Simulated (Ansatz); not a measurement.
## H₄OSi₂, SMILES [SiH]O[SiH3]: the interaction energy of a dimer with the counterpoise correction, step by step

Computed with the Ansatz DFT code, driven from Python.

At the Python prompt:
```pycon
>>> import ansatz as az
>>> FIRST = [
...     ("Si", (-1.7475, -1.3003, -0.0683)),
...     ("O", (-0.1923, -0.9128, 0.1217)),
...     ("Si", (0.7818, 0.4004, 0.2676)),
...     ("H", (-2.2159, -0.5695, -1.3082)),
...     ("H", (0.7616, 1.2222, -0.9638)),
...     ("H", (0.3811, 1.2262, 1.4446)),
...     ("H", (2.2315, -0.0664, 0.5061)),
... ]
>>> SECOND = [
...     ("Si", (-0.0849, -6.5201, 2.3998)),
...     ("O", (-1.4358, -5.7423, 1.9816)),
...     ("Si", (-2.3495, -5.4016, 0.6611)),
...     ("H", (1.0187, -5.9402, 1.5416)),
...     ("H", (-1.6054, -4.5594, -0.3028)),
...     ("H", (-2.8093, -6.6581, -0.0005)),
...     ("H", (-3.6077, -4.6267, 1.1001)),
... ]
>>> def energy(atoms, ghosts=()):
...     molecule = az.Crystal.molecule()
...     for symbol, xyz in atoms:
...         molecule = molecule.atom(symbol, xyz)
...     calc = (
...         molecule.calculation()
...         .basis(gaussian="cc-pVDZ")
...         .functional("pbe", dispersion="d3bj")
...     )
...     deck = calc.input()
...     if ghosts:
...         deck = deck.set(az.key.basis.gaussian.ghost_atoms, [{"symbol": s, "position_ang": list(xyz)} for s, xyz in ghosts])
...     return az.Session.from_dict(deck).plan().execute().report["free_energy_ev"]
...
>>> # ghost atoms carry the functions of the partner
>>> both = energy(FIRST + SECOND)
>>> alone = energy(FIRST) + energy(SECOND)
>>> ghosted = energy(FIRST, SECOND) + energy(SECOND, FIRST)
>>> print(f"dimer {both:.6f} eV")
dimer -35713.153901 eV
>>> print(f"interaction, uncorrected   {96.485332 * (both - alone):8.3f} kJ/mol")
interaction, uncorrected     -6.928 kJ/mol
>>> print(f"interaction, counterpoise  {96.485332 * (both - ghosted):8.3f} kJ/mol")
interaction, counterpoise    -5.420 kJ/mol
>>> print(f"basis-set superposition    {96.485332 * (alone - ghosted):8.3f} kJ/mol")
basis-set superposition       1.508 kJ/mol
```

Uncorrected it is -6.928 kJ/mol, with the counterpoise correction -5.420 kJ/mol; the difference, 1.508 kJ/mol, is the superposition error.

What to keep in mind:
- Total energies depend on the basis set; only differences at equal settings carry meaning.
- The dimer is a generated trial pose of unrelaxed monomers, not a minimum, so the figure is no binding energy, and the basis set is small.
- Finished in 5.9 s on 1 thread of AMD EPYC 9B45 (Zen 5) (shared host), peak memory 0.27 GiB.
